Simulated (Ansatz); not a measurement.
# SnO: the cost of one run

Method: DFT PBE+D3(BJ), spin-orbit coupling, plane waves, PAW, in Ansatz 0.2.0.

7 further runs of the same task are left out: 1 that didn't finish, 6 set aside as unsound or not needed. Runs told in other sessions of the task aren't counted.

### Step 1. Starting point

It takes space group P4/nmm (No. 129, tetragonal). The conventional cell has a = 3.821 Å, b = 3.821 Å, c = 30.633 Å, α = 90.00°, β = 90.00°, γ = 90.00°. Sn (site symmetry 4mm) has 4 O at 2.25 Å in its first shell of neighbours. O (site symmetry -4m2) has 4 Sn at 2.25 Å in its first shell of neighbours.

Coordinates:

```cif
data_structure
_symmetry_space_group_name_H-M 'P4/nmm:1'
_symmetry_Int_Tables_number 129
_cell_length_a 3.8206
_cell_length_b 3.8206
_cell_length_c 30.6334
_cell_angle_alpha 90.000
_cell_angle_beta 90.000
_cell_angle_gamma 90.000
_cell_volume 447.15
loop_
_atom_site_label
_atom_site_type_symbol
_atom_site_symmetry_multiplicity
_atom_site_Wyckoff_symbol
_atom_site_fract_x
_atom_site_fract_y
_atom_site_fract_z
_atom_site_occupancy
Sn1 Sn 2 c 0.50000 0.00000 0.46141 1
O1 O 2 b 0.00000 0.00000 0.50000 1
```

This is the layer as relaxed in an earlier run (-13183.8113 eV a cell), gap on the mesh 3.11 eV, ionisation potential 5.40 eV, electron affinity 2.29 eV.

### Step 2. The same atoms with PBE+D3(BJ) with spin-orbit coupling

Along c the cell is not periodic, so the sheet has no images above or below.

The input, input.yaml:

```yaml
crystal:
  lattice:
    - [3.8205603434, 0.0, 0.0]
    - [0.0, 3.8205603434, 0.0]
    - [0.0, 0.0, 30.6334027592]
  atoms:
    - { symbol: Sn, position: [0.5, 0.0, 0.461413835] }
    - { symbol: O, position: [0.0, 0.0, 0.5] }
    - { symbol: O, position: [0.5, 0.5, 0.5] }
    - { symbol: Sn, position: [0.0, 0.5, 0.538586165] }
  periodic: [true, true, false]
basis:
  ecutwfc: 420
kpoints:
  mp_grid: { grid: [6, 6, 1] }
  band_path:
    path:
      - [0, 0, 0]
      - [0.5, 0, 0]
      - [0.5, 0.5, 0]
      - [0, 0.5, 0]
      - [0, 0, 0]
      - [0.5, 0.5, 0]
    npoints: 16
hamiltonian:
  xc: pbe
  dispersion: d3bj
scf:
  occupations: { method: gaussian, width: 0.02 }
output:
  forces: true
  stress: true
  eigenvalues: true
  populations: true
magnetization:
  noncollinear: true
  spin_orbit: true
```

The run is started by

```bash
ansatz run input.yaml --threads 2 --pin off --max-ram 5120MiB --backend cpu --events-out ev --progress --plain --runs-dir out
```

Q: Estimate wall time and peak memory on 2 threads of AMD EPYC 7R43 (Zen 3), shared host.

About 2.2 min, with a peak of 2.1 GiB.
